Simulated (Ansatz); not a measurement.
# Si16C: the cost of one run

Method: DFT PBE, plane waves, PAW, scalar-relativistic, collinear spin, in Ansatz 0.2.0.

## Step 1: The system as given

The cell holds 17 atoms (CSi16): a = 7.679 Å, b = 7.679 Å, c = 7.679 Å, α = 60.00°, β = 60.00°, γ = 60.00°.

Coordinates:

```
CELL_PARAMETERS angstrom
0.00000 5.43000 5.43000
5.43000 0.00000 5.43000
5.43000 5.43000 0.00000
ATOMIC_POSITIONS crystal
Si 0.00000 0.00000 0.00000
Si 0.12500 0.12500 0.12500
Si 0.00000 0.00000 0.50000
Si 0.12500 0.12500 0.62500
Si 0.00000 0.50000 0.00000
Si 0.12500 0.62500 0.12500
Si 0.00000 0.50000 0.50000
Si 0.12500 0.62500 0.62500
Si 0.50000 0.00000 0.00000
Si 0.62500 0.12500 0.12500
Si 0.50000 0.00000 0.50000
Si 0.62500 0.12500 0.62500
Si 0.50000 0.50000 0.00000
Si 0.62500 0.62500 0.12500
Si 0.50000 0.50000 0.50000
Si 0.62500 0.62500 0.62500
C 0.81496 0.30600 0.06170
```

## Step 2: Relaxing the start

Contents of input.yaml:

```yaml
accuracy: low
crystal:
  lattice:
    - [0.0, 5.43, 5.43]
    - [5.43, 0.0, 5.43]
    - [5.43, 5.43, 0.0]
  atoms:
    - { symbol: Si, position: [0.0, 0.0, 0.0] }
    - { symbol: Si, position: [0.125, 0.125, 0.125] }
    - { symbol: Si, position: [0.0, 0.0, 0.5] }
    - { symbol: Si, position: [0.125, 0.125, 0.625] }
    - { symbol: Si, position: [0.0, 0.5, 0.0] }
    - { symbol: Si, position: [0.125, 0.625, 0.125] }
    - { symbol: Si, position: [0.0, 0.5, 0.5] }
    - { symbol: Si, position: [0.125, 0.625, 0.625] }
    - { symbol: Si, position: [0.5, 0.0, 0.0] }
    - { symbol: Si, position: [0.625, 0.125, 0.125] }
    - { symbol: Si, position: [0.5, 0.0, 0.5] }
    - { symbol: Si, position: [0.625, 0.125, 0.625] }
    - { symbol: Si, position: [0.5, 0.5, 0.0] }
    - { symbol: Si, position: [0.625, 0.625, 0.125] }
    - { symbol: Si, position: [0.5, 0.5, 0.5] }
    - { symbol: Si, position: [0.625, 0.625, 0.625] }
    - { symbol: C, position: [0.8149552, 0.3060004, 0.0617022], spin: 1.0 }
magnetization:
  spin_polarized: true
basis:
  ecutwfc: 420.0
kpoints:
  mp_grid: { grid: [2, 2, 2] }
hamiltonian:
  xc: pbe
  pseudopotentials: { kind: paw, azcp: { folder: soft_1 } }
scf:
  occupations: { method: fermi_dirac, width: 0.02 }
  lower_state_search: "off"
relax:
  f_tol: 0.08
  max_steps: 25
  adjacent_minimum: "off"
output:
  write_density: true
  write_potential: true
  elf: true
  volumetric_format: npy
```

The run is started by

```
$ ansatz run input.yaml --threads 1 --pin off --max-ram 3072MiB --backend cpu --events-out ev --progress --plain --runs-dir out
```

**Question.** How long does this run take on 1 thread of Arm Neoverse V1, shared host, and how much memory does it need?

About 4.6 min, with a peak of 0.68 GiB.
